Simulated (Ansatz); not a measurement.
Run this with the Ansatz DFT code, driven from Python and show what comes out.

`run_spin.py`
```python
'''Vertical spin-state energies of CH4OSiTe.'''

import ansatz
from ase import Atoms

atoms = Atoms(['Te', 'Si', 'C', 'O', 'H', 'H', 'H', 'H'], positions=[
    (-1.1497, 1.8224, -1.263),
    (0.3158, 0.7828, 0.3698),
    (0.2301, -1.0522, 0.4062),
    (1.2555, -0.5088, -0.4465),
    (-2.1023, 0.3868, -1.4369),
    (1.3049, 1.5676, 1.1464),
    (-0.5505, -1.5342, -0.1161),
    (0.7884, -1.5214, 1.2843),
])
mol = ansatz.Crystal.molecule_from_ase(atoms)

calculation = mol.calculation()
calculation = calculation.basis(gaussian='def2-TZVP')
calculation = calculation.functional('b3lyp').accuracy('medium')
found = {}
for unpaired in [0, 2]:
    r = calculation.spin('collinear', total=unpaired).run(threads=1).report
    s = unpaired / 2
    found[unpaired] = r['free_energy_ev']
    print(f'2S+1 = {unpaired + 1}: E = {found[unpaired]:.5f} eV, <S^2> = {abs(r["mean_field"]["state"]["spin_squared"]):.3f} (pure state {s * (s + 1):.2f})')
lowest = min(found, key=found.get)
for unpaired, e in found.items():
    print(f'multiplicity {unpaired + 1}: {23.060548 * (e - found[lowest]):.1f} kcal/mol above the lowest')
```

Output of `python run_spin.py`:
```text
2S+1 = 1: E = -18324.08548 eV, <S^2> = 0.000 (pure state 0.00)
2S+1 = 3: E = -18320.61934 eV, <S^2> = 2.009 (pure state 2.00)
multiplicity 1: 0.0 kcal/mol above the lowest
multiplicity 3: 79.9 kcal/mol above the lowest
```

In order: multiplicity 1 (+0.00 eV) and multiplicity 3 (+3.47 eV), all at the one geometry.

What to keep in mind:
- These settings explore the input space; basis and method may be short of convergence.
- The geometry is a force-field or estimated start, not a minimum of this method, and the basis set is short of its limit. All parts are taken at fixed geometry, without zero-point energy.
- def2 sets replace the cores of elements past krypton by effective core potentials.
- b3lyp holds the VWN-RPA fit, as in Gaussian; the form of ORCA and Turbomole is b3lyp5.
- Spin-orbit coupling, which mixes and shifts the spin states of heavy atoms, is left out.
- Finished in 14 s on 1 thread of AMD EPYC 9R45 96-Core Processor (Zen 5) (shared host), peak memory 0.59 GiB.

(Lines on the test bed's own set-up are left out of the output.)
